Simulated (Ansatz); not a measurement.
This script drives Ansatz's Python interface.

`freq_c2h4fgen.py`
```python
"""Harmonic frequencies of C2H4FGeN at its relaxed geometry."""

import ansatz
from ase import Atoms
from ase.thermochemistry import IdealGasThermo
import numpy as np

GEOMETRY = """
N     1.38520   -2.28990    0.89070
C     1.11110   -1.20050    0.43870
C     0.80200    0.12840   -0.13000
Ge   -1.01130    0.44670   -0.12830
F    -1.41590    2.01860   -0.80950
H     1.22180    0.19780   -1.15560
H     1.35720    0.90320    0.50890
H    -1.73930   -0.62780   -1.00010
H    -1.62230    0.37720    1.36810
"""

mol = ansatz.Crystal.molecule()
for line in GEOMETRY.strip().splitlines():
    symbol, *xyz = line.split()
    mol = mol.atom(symbol, [float(v) for v in xyz])

base = mol.calculation()
base = base.basis(gaussian="def2-SVP").functional("HF")
symbols = [site.symbol for site in mol.cartesian_sites]
start = np.array([site.position_ang for site in mol.cartesian_sites], dtype=float)
def progress(event):
    if event["event"] == "relax_step":
        row = event["data"]
        print(f"step {row['step']:3d}  E = {row['lagrangian_ev']:.6f} eV  max force {row['allowed_force_max_ev_ang']:.4f} eV/A")


r = base.relax(force_tolerance=0.003).session().plan().execute(on_event=progress).report
end = np.array(r["positions_ang"])

print("bond        before    after (A)")
for i, j in [(0, 1), (1, 2), (2, 3), (2, 5), (2, 6), (3, 4), (3, 7), (3, 8)]:
    d0, d1 = (np.linalg.norm(xyz[i] - xyz[j]) for xyz in (start, end))
    print(f"{symbols[i]}{i}-{symbols[j]}{j}".ljust(10), f"{d0:8.4f} {d1:8.4f}")

# frequencies need a stationary point, so they are taken at the relaxed geometry
minimum = ansatz.Crystal.molecule()
for symbol, xyz in zip(symbols, end):
    minimum = minimum.atom(symbol, xyz.tolist())
vibrating = (
    minimum.calculation()
    .basis(gaussian="def2-SVP")
    .functional("HF")
    .phonons(temperatures=(100, 500, 100))
)
vib = vibrating.run(threads=1).report["vibrations"]
sums = vib["harmonic_sums"]
modes = [m["omega_inv_cm"] for m in sums["modes_at_gamma"] if m["rigid_motion"] == "no"]
for number, w in enumerate(modes, start=1):
    print(f"mode {number:2d} {w:9.1f} 1/cm {w / 8065.544 * 1000:8.2f} meV")
print("imaginary modes:", sum(w < 0 for w in modes), " zero-point energy:", round(sums["zero_point_energy_ev"], 4), "eV")
# rigid rotor and ideal gas, symmetry number taken as one
gas = IdealGasThermo(vib_energies=[w / 8065.544 for w in modes if w > 0], geometry="linear" if len(modes) == 3 * len(symbols) - 5 else "nonlinear",
                     atoms=Atoms(symbols, positions=end), symmetrynumber=1, spin=0.0)
print(f"H(298 K) - E = {gas.get_enthalpy(298.15, verbose=False):.4f} eV")
print(f"S(298 K, 1 bar) = {96485.33 * gas.get_entropy(298.15, 1e5, verbose=False):.1f} J/(mol K) with symmetry number 1")
```

It is started by `python freq_c2h4fgen.py`. How long does it take on 1 thread of Arm Neoverse V1, with other jobs on the host, and how much memory does it need?

It took about 2.9 min, with a peak of 0.36 GiB, for 2 runs of the engine.

`python freq_c2h4fgen.py` gives:
```text
step   1  E = -62773.201299 eV  max force 8.3848 eV/A
step   2  E = -62773.946119 eV  max force 2.2195 eV/A
step   3  E = -62774.013342 eV  max force 0.3198 eV/A
step   4  E = -62774.019015 eV  max force 0.1271 eV/A
step   5  E = -62774.017763 eV  max force 0.2084 eV/A
step   6  E = -62774.020557 eV  max force 0.0139 eV/A
step   7  E = -62774.020681 eV  max force 0.0087 eV/A
step   8  E = -62774.020693 eV  max force 0.0036 eV/A
step   9  E = -62774.020694 eV  max force 0.0014 eV/A
bond        before    after (A)
N0-C1        1.2109   1.1342
C1-C2        1.4782   1.4606
C2-Ge3       1.8410   1.9723
C2-H5        1.1104   1.0903
C2-H6        1.1475   1.0903
Ge3-F4       1.7603   1.7288
Ge3-H7       1.5635   1.5227
Ge3-H8       1.6178   1.5227
mode  1      53.2 1/cm     6.60 meV
mode  2     111.9 1/cm    13.88 meV
mode  3     219.3 1/cm    27.19 meV
mode  4     420.5 1/cm    52.13 meV
mode  5     479.6 1/cm    59.46 meV
mode  6     504.3 1/cm    62.53 meV
mode  7     695.2 1/cm    86.19 meV
mode  8     698.6 1/cm    86.61 meV
mode  9     748.8 1/cm    92.83 meV
mode 10     875.2 1/cm   108.51 meV
mode 11     876.2 1/cm   108.64 meV
mode 12     946.3 1/cm   117.33 meV
mode 13    1010.8 1/cm   125.32 meV
mode 14    1253.9 1/cm   155.46 meV
mode 15    1298.3 1/cm   160.97 meV
mode 16    1541.9 1/cm   191.17 meV
mode 17    2308.8 1/cm   286.26 meV
mode 18    2315.0 1/cm   287.02 meV
mode 19    2615.4 1/cm   324.26 meV
mode 20    3224.3 1/cm   399.77 meV
mode 21    3289.1 1/cm   407.80 meV
imaginary modes: 0  zero-point energy: 1.58 eV
H(298 K) - E = 1.7745 eV
S(298 K, 1 bar) = 339.3 J/(mol K) with symmetry number 1
```

Caveats:
- Total energies depend on the basis set; only differences at equal settings carry meaning.
- The frequencies are harmonic and unscaled, in a modest basis. The result belongs to the one conformer reached from this start, and soft torsions count as harmonic oscillators.
- The entropy takes a symmetry number of 1; a symmetric molecule's is lower by R ln(sigma).

(Lines on the test bed's own set-up are left out of the output.)
